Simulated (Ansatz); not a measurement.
# CH3CuO: how energies converge with the basis set

The task here is to estimate one member of a computed series from the others.

Computed with Ansatz 0.2.0, Gaussian basis. Level: one geometry, several basis sets.

Levels to be run: PBE0-D4/def2-SVP; ωB97M-V/def2-SVP; PBE0-D4/def2-QZVPP; ωB97M-V/def2-QZVPP; the functionals' def2-TZVPP values are taken from earlier runs.

## The relaxed structure

An earlier PBE0-D4 in a triple-zeta def2 set relaxation fixed the geometry.

SMILES `C[O][Cu]`, 6 atoms, charge 0, spin multiplicity 1.

Atoms are counted from 1 here; the program's logs count them from 0.

Bond lengths: C1–O2 1.391 Å, C1–H4 1.101 Å, C1–H5 1.101 Å, C1–H6 1.101 Å, O2–Cu3 1.791 Å. Angles: O2–C1–H4 113.7°, O2–C1–H5 108.2°, O2–C1–H6 113.7°, H4–C1–H5 106.7°, H4–C1–H6 107.3°, H5–C1–H6 106.7°, C1–O2–Cu3 121.0°.

Set-up of the first run:

File in.yaml:

```yaml
crystal:
  periodic: [false, false, false]
  atoms:
    - {symbol: C, position_ang: [0.449430, -0.190530, 0.012027]}
    - {symbol: O, position_ang: [-0.425212, 0.803013, -0.416654]}
    - {symbol: Cu, position_ang: [-2.169834, 0.732632, -0.018314]}
    - {symbol: H, position_ang: [0.212662, -1.190800, -0.383646]}
    - {symbol: H, position_ang: [1.458604, 0.061549, -0.347496]}
    - {symbol: H, position_ang: [0.516451, -0.279863, 1.107784]}
basis:
  gaussian: {orbitals: def2-SVP}
hamiltonian: {xc: pbe0, dispersion: d4}
output: {orbitals: {seedname: orbitals}}
```

Among the steps run: PBE0-D4 in def2-SVP; ωB97M-V in def2-SVP; PBE0-D4 in def2-QZVPP; ωB97M-V in def2-QZVPP.

One table of the session follows, with a row left open; its other results are not shown here.

It belongs to the step «Functionals by basis». 

```
functional       basis  HOMO (eV)  LUMO (eV)
   PBE0-D4    def2-SVP      -5.74      -2.18
   PBE0-D4  def2-TZVPP      -6.21      -2.57
   PBE0-D4  def2-QZVPP      -6.25      -2.58
   ωB97M-V    def2-SVP          ?          ?
   ωB97M-V  def2-TZVPP      -8.55      -0.97
   ωB97M-V  def2-QZVPP      -8.60      -1.06
```

Q: Estimate the row for ωB97M-V, def2-SVP from the others.

As computed: HOMO (eV): -8.09; LUMO (eV): -0.57. In the column «HOMO (eV)» it lies between ωB97M-V, def2-TZVPP (-8.55) and PBE0-D4, def2-QZVPP (-6.25).
